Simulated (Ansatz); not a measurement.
# C3H8SiTe: vertical ionisation energy

One table from this session's results is given with a row withheld; the runs are named, their logs left out.

Computed with Ansatz 0.2.0, Gaussian basis. Level: unrestricted cation, the program's frozen cores in correlated methods.

Plan: UKS PBE-D4/def2-TZVPP; UKS r2SCAN-D4/def2-TZVPP; UKS PBE0-D4/def2-TZVPP; UKS B3LYP-D4/def2-TZVPP; UKS wB97X-V/def2-TZVPP; UKS wB97M-V/def2-TZVPP; UKS B2PLYP/def2-TZVPP; UHF-CCSD(T)/def2-TZVPP; UHF-MP2/def2-QZVPP; extrapolation to the limit; then −ε(HOMO) from the neutral's earlier runs with LDA (SPW92), PBE-D4, revPBE-D4, BLYP-D4, r2SCAN-D4, B97M-V, PBE0-D4, B3LYP-D4, r2SCANh-D4, r2SCAN0-D4, HSE06-D4, BHLYP-D4, CAM-B3LYP-D4, LC-ωPBE, ωB97X-V, ωB97M-V.

## The relaxed structure

All runs share one geometry, relaxed beforehand with PBE0-D4 in a triple-zeta def2 set. Te takes the def2 core potential; no spin-orbit term is included.

SMILES `C=C[Te][SiH2]C`, 13 atoms, charge 0, spin multiplicity 1.

Atoms are counted from 1 here; the program's logs count them from 0.

Bond lengths: C1–C2 1.324 Å, C1–H6 1.086 Å, C1–H7 1.084 Å, C2–Te3 2.105 Å, C2–H8 1.086 Å, Te3–Si4 2.496 Å, Si4–C5 1.867 Å, Si4–H9 1.489 Å, Si4–H10 1.487 Å, C5–H11 1.092 Å, C5–H12 1.094 Å, C5–H13 1.092 Å. Angles: C2–C1–H6 120.6°, C2–C1–H7 122.4°, H6–C1–H7 117.0°, C1–C2–Te3 123.6°, C1–C2–H8 121.2°, Te3–C2–H8 115.1°, C2–Te3–Si4 92.6°, Te3–Si4–C5 112.3°, Te3–Si4–H9 107.9°, Te3–Si4–H10 105.6°, C5–Si4–H9 110.2°, C5–Si4–H10 111.6°, H9–Si4–H10 109.1°, Si4–C5–H11 110.2°, Si4–C5–H12 110.6°, Si4–C5–H13 110.6°, H11–C5–H12 108.4°, H11–C5–H13 108.2° and more.

Coordinates:

```
C     0.1665   -0.7733    2.6923
C     0.0601   -1.1997    1.4429
Te    1.6425   -1.1465    0.0552
Si    0.1971   -0.1719   -1.7306
C    -0.3194    1.5805   -1.3449
H    -0.6614   -0.8844    3.3867
H     1.0687   -0.3072    3.0730
H    -0.8532   -1.6628    1.0824
H    -1.0033   -1.0407   -1.8735
H     1.0005   -0.2437   -2.9798
H    -0.8474    1.6172   -0.3896
H    -0.9843    1.9660   -2.1228
H     0.5539    2.2318   -1.2762
```

Set-up of the first run:

in.yaml reads:

```yaml
crystal:
  periodic: [false, false, false]
  atoms:
    - {symbol: C, position_ang: [0.166519, -0.773310, 2.692266]}
    - {symbol: C, position_ang: [0.060136, -1.199676, 1.442891]}
    - {symbol: Te, position_ang: [1.642550, -1.146549, 0.055248]}
    - {symbol: Si, position_ang: [0.197054, -0.171875, -1.730606]}
    - {symbol: C, position_ang: [-0.319362, 1.580538, -1.344940]}
    - {symbol: H, position_ang: [-0.661421, -0.884415, 3.386696]}
    - {symbol: H, position_ang: [1.068713, -0.307219, 3.072960]}
    - {symbol: H, position_ang: [-0.853169, -1.662842, 1.082376]}
    - {symbol: H, position_ang: [-1.003348, -1.040735, -1.873492]}
    - {symbol: H, position_ang: [1.000511, -0.243664, -2.979815]}
    - {symbol: H, position_ang: [-0.847377, 1.617244, -0.389620]}
    - {symbol: H, position_ang: [-0.984317, 1.965972, -2.122801]}
    - {symbol: H, position_ang: [0.553911, 2.231831, -1.276164]}
basis:
  gaussian: {orbitals: def2-TZVPP}
total_charge: 1
magnetization: {spin_polarized: true, initial_magnetization: 1}
hamiltonian: {xc: pbe, dispersion: d4}
```

On the command line:

```
$ ansatz run in.yaml --threads 2 --pin off --events-out ev --progress --plain --max-ram 32768MiB --backend cuda --devices 0, --max-vram 18GiB
```

Steps of the session up to this table: Cation, UKS PBE-D4/def2-TZVPP; Cation, UKS r2SCAN-D4/def2-TZVPP; Cation, UKS PBE0-D4/def2-TZVPP; Cation, UKS B3LYP-D4/def2-TZVPP; Cation, UKS wB97X-V/def2-TZVPP; Cation, UKS wB97M-V/def2-TZVPP; Cation, UKS B2PLYP (frozen core)/def2-TZVPP; Cation, UHF-CCSD(T)/def2-TZVPP; Cation, UHF-MP2/def2-QZVPP.

One table of the session follows, with a row left open; its other results are not shown here.

Orbital estimates, from the neutral's runs:

| functional | −ε(HOMO) (eV) |
| --- | --- |
| LDA (SPW92) | 5.25 |
| PBE-D4 | 5.10 |
| revPBE-D4 | 5.04 |
| BLYP-D4 | 4.92 |
| r2SCAN-D4 | 5.31 |
| B97M-V | 5.33 |
| PBE0-D4 | 6.07 |
| B3LYP-D4 | 5.86 |
| r2SCANh-D4 | 5.67 |
| r2SCAN0-D4 | 6.21 |
| HSE06-D4 | 5.69 |
| BHLYP-D4 | 6.90 |
| CAM-B3LYP-D4 | 7.25 |
| LC-ωPBE | ? |
| ωB97X-V | 8.21 |
| ωB97M-V | 8.12 |

Estimate the missing values for LC-ωPBE.

As computed: −ε(HOMO) (eV): 8.52. In the column «−ε(HOMO) (eV)» it is the highest.

Caveats from the session: The cation may have settled in a state other than its lowest; no search over hole states beyond the program's own was made.
